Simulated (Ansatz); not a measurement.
# CH2FGeN: one species, many methods

One table from this session's results is given with a row withheld; the runs are named, their logs left out.

Computed with Ansatz 0.2.0, Gaussian basis. Level: functionals in def2-TZVPP, the program's frozen cores in correlated methods.

Plan: LDA (SPW92), PBE-D4, revPBE-D4, BLYP-D4, r2SCAN-D4, B97M-V, PBE0-D4, B3LYP-D4, r2SCANh-D4, r2SCAN0-D4, HSE06-D4, BHLYP-D4, CAM-B3LYP-D4, LC-ωPBE, ωB97X-V, ωB97M-V, B2PLYP, PBE-QIDH; CCSD(T)/def2-SVP; CCSD(T)/def2-TZVPP; MP2/def2-QZVPP; extrapolation to the limit; RPA on PBE.

### Structure used throughout

The geometry comes from an earlier relaxation with PBE0-D4 in a triple-zeta def2 set; it is a stationary point.

6 atoms, charge 0, spin multiplicity 1.

Atoms are counted from 1 here; the program's logs count them from 0.

Bond lengths: F1–Ge2 1.764 Å, Ge2–H5 1.592 Å, C3–N4 1.156 Å, C3–H6 1.071 Å. Angles: F1–Ge2–H5 96.4°, N4–C3–H6 171.9°.

Coordinates:

```mol
CH2FGeN
  3D, bonds by distance, orders not assigned

  6  4  0  0  0  0  0  0  0  0999 V2000
    1.7091   -1.1525    0.2583 F   0  0
    1.1671    0.3336   -0.5233 Ge  0  0
   -1.1207    0.3942    0.7028 C   0  0
   -1.3949   -0.3165   -0.1661 N   0  0
    0.6868   -0.3454   -1.8809 H   0  0
   -1.0053    1.0225    1.5629 H   0  0
  1  2  8  0
  2  5  8  0
  3  4  8  0
  3  6  8  0
M  END
```

The first run:

Input file in.yaml:

```yaml
crystal:
  periodic: [false, false, false]
  atoms:
    - {symbol: F, position_ang: [1.709140, -1.152524, 0.258337]}
    - {symbol: Ge, position_ang: [1.167126, 0.333553, -0.523295]}
    - {symbol: C, position_ang: [-1.120741, 0.394218, 0.702803]}
    - {symbol: N, position_ang: [-1.394904, -0.316460, -0.166105]}
    - {symbol: H, position_ang: [0.686802, -0.345450, -1.880922]}
    - {symbol: H, position_ang: [-1.005323, 1.022464, 1.562883]}
basis:
  gaussian: {orbitals: def2-TZVPP}
hamiltonian: {xc: lda}
output: {orbitals: {seedname: orbitals}}
```

The run is started by

```console
ansatz run in.yaml --threads 2 --pin off --events-out ev --progress --plain --max-ram 4352MiB
```

Steps of the session up to this table: LDA; PBE-D4 (GGA); revPBE-D4 (GGA); BLYP-D4 (GGA); r2SCAN-D4 (meta-GGA); B97M-V (meta-GGA); B3LYP-D4 (hybrid); r2SCANh-D4 (hybrid); r2SCAN0-D4 (hybrid); HSE06-D4 (hybrid); BHLYP-D4 (hybrid); CAM-B3LYP-D4 (range-separated); LC-ωPBE (range-separated); ωB97X-V (range-separated); ωB97M-V (range-separated); B2PLYP (double hybrid); PBE-QIDH (double hybrid).

One of the session's tables, all rows but one given; the rest of the session is left out.

| functional | HOMO (eV) | LUMO (eV) | gap (eV) |
| --- | --- | --- | --- |
| LDA (SPW92) | -6.01 | -3.01 | 3.01 |
| PBE-D4 | -5.85 | -2.75 | 3.11 |
| revPBE-D4 | -5.79 | -2.65 | 3.14 |
| BLYP-D4 | -5.75 | -2.64 | 3.11 |
| r2SCAN-D4 | -6.11 | -2.63 | 3.48 |
| B97M-V | -6.10 | -2.53 | 3.57 |
| PBE0-D4 | -6.93 | -1.88 | 5.04 |
| B3LYP-D4 | -6.77 | -2.11 | 4.66 |
| r2SCANh-D4 | -6.51 | -2.30 | 4.21 |
| r2SCAN0-D4 | -7.10 | -1.81 | 5.29 |
| HSE06-D4 | -6.53 | -2.26 | 4.27 |
| BHLYP-D4 | -7.92 | -0.93 | 6.99 |
| CAM-B3LYP-D4 | -8.21 | -0.81 | 7.41 |
| LC-ωPBE | -9.44 | 0.36 | 9.79 |
| ωB97X-V | -9.12 | 0.28 | 9.40 |
| ωB97M-V | ? | ? | ? |

Estimate the missing values for ωB97M-V.

As computed: HOMO (eV): -9.01; LUMO (eV): 0.18; gap (eV): 9.19. In the column «HOMO (eV)» it lies between ωB97X-V (-9.12) and CAM-B3LYP-D4 (-8.21).
